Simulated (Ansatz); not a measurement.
A nudged elastic band was laid between two geometries of a periodic cell of 17 atoms, CuSi16 (host Si, host structure diamond, interstitial Cu), cell charge +1.

Computed with DFT PBE, scalar-relativistic, plane waves, PAW (Ansatz 0.2.0). Settings: PAW set soft_1, cutoff 420 eV, k mesh 2x2x2, fermi-dirac smearing 0.02 eV, no spin polarisation.

```json
{
  "movable images": "5",
  "climbing image": "yes",
  "spring": "5.0 eV/Å²",
  "optimiser": "quadratic models (default)",
  "start path": "IDPP",
  "force threshold": "0.05 eV/Å",
  "iteration limit": "49",
  "end points": "relaxed"
}
```

First end point:

```xyz
17
Lattice="0.0000 5.4300 5.4300 5.4300 0.0000 5.4300 5.4300 5.4300 0.0000" Properties=species:S:1:pos:R:3
Si 0.001 -0.046 0.035
Si 1.469 1.250 1.438
Si 2.763 2.718 0.037
Si 3.991 4.158 1.398
Si 2.897 -0.182 2.615
Si 4.019 1.312 3.993
Si 5.393 2.754 2.656
Si 6.835 4.127 3.995
Si 0.072 2.647 2.709
Si 1.332 4.078 4.062
Si 2.657 5.493 2.757
Si 4.070 6.818 4.063
Si 2.685 2.668 5.364
Si 4.208 3.940 6.627
Si 5.480 5.463 5.364
Si 6.761 6.817 6.775
Cu 5.769 2.375 5.143
```

Last end point:

```xyz
17
Lattice="0.0000 5.4300 5.4300 5.4300 0.0000 5.4300 5.4300 5.4300 0.0000" Properties=species:S:1:pos:R:3
Si -0.007 0.003 0.026
Si 1.390 1.312 1.360
Si 2.794 2.610 -0.107
Si 4.069 4.005 1.289
Si 2.757 0.082 2.796
Si 4.116 1.418 4.132
Si 5.423 2.743 2.717
Si 6.821 4.076 4.026
Si -0.080 2.665 2.770
Si 1.292 4.023 4.102
Si 2.556 5.296 2.580
Si 3.966 6.609 3.894
Si 2.704 2.743 5.456
Si 4.015 4.110 6.824
Si 5.351 5.486 5.380
Si 6.723 6.818 6.737
Cu 6.496 3.735 6.450
```

Problem. What changes between the two ends?

Solution. Contacts lost: Si1–Cu17, Si6–Cu17, Si7–Cu17. Contacts made: Si9–Cu17, Si11–Cu17, Si15–Cu17. The atom that moves furthest is Cu17, by 2.02 Å; four of its nearest neighbours are Si6 2.35, Si2 2.35, Si8 2.35, Si1 2.47 Å at the first end and Si9 2.35, Si15 2.35, Si3 2.35, Si2 2.47 Å at the last.

Problem. What energy profile does the band end with?

Solution. The run converged. The highest image is number 4 of 0 to 6, 0.047 eV above the ends, which have the same energy within 2 meV. By the program's own check the climbing image is of a kind that is not told: the force calls were inconclusive, a negative curvature could not be distinguished from the path's own, the only one lies far off the path, or fixed occupations may fill a level only in part (lowest curvatures found: -0.58 and 0.89 eV/Å²). Limits of this set-up: a small cell, in which the defect meets its images, charged cell in a uniform background, uncorrected.

```
image  path coordinate (Å)  energy (eV)  Si1–Cu17 (Å)  Si6–Cu17 (Å)  Si7–Cu17 (Å)
    0                 0.00        0.000          2.47          2.35          2.54
    1                 0.47        0.006          2.53          2.40          2.83
    2                 0.95        0.006          2.81          2.53          3.02
    3                 1.42        0.008          3.18          2.83          3.21
    4                 1.89        0.047          3.52          3.31          3.54
    5                 2.23        0.021          3.77          3.67          3.78
    6                 2.57        0.000          4.01          4.05          4.01
```

Problem. What is the geometry of the highest image?

Solution. 
```xyz
17
Lattice="0.0000 5.4300 5.4300 5.4300 0.0000 5.4300 5.4300 5.4300 0.0000" Properties=species:S:1:pos:R:3
Si 0.037 -0.028 0.028
Si 1.439 1.249 1.378
Si 2.799 2.607 -0.074
Si 4.076 4.009 1.278
Si 2.838 0.101 2.858
Si 4.207 1.469 4.163
Si 5.477 2.739 2.660
Si 6.832 4.093 3.984
Si -0.046 2.647 2.752
Si 1.309 4.001 4.077
Si 2.578 5.270 2.572
Si 3.947 6.638 3.877
Si 2.710 2.729 5.458
Si 3.986 4.131 6.809
Si 5.345 5.491 5.357
Si 6.747 6.768 6.708
Cu 6.109 3.371 6.084
```

Time of the run: 9.7 min on 1 thread of Arm Neoverse V1 (shared host), peak memory 0.93 GiB.
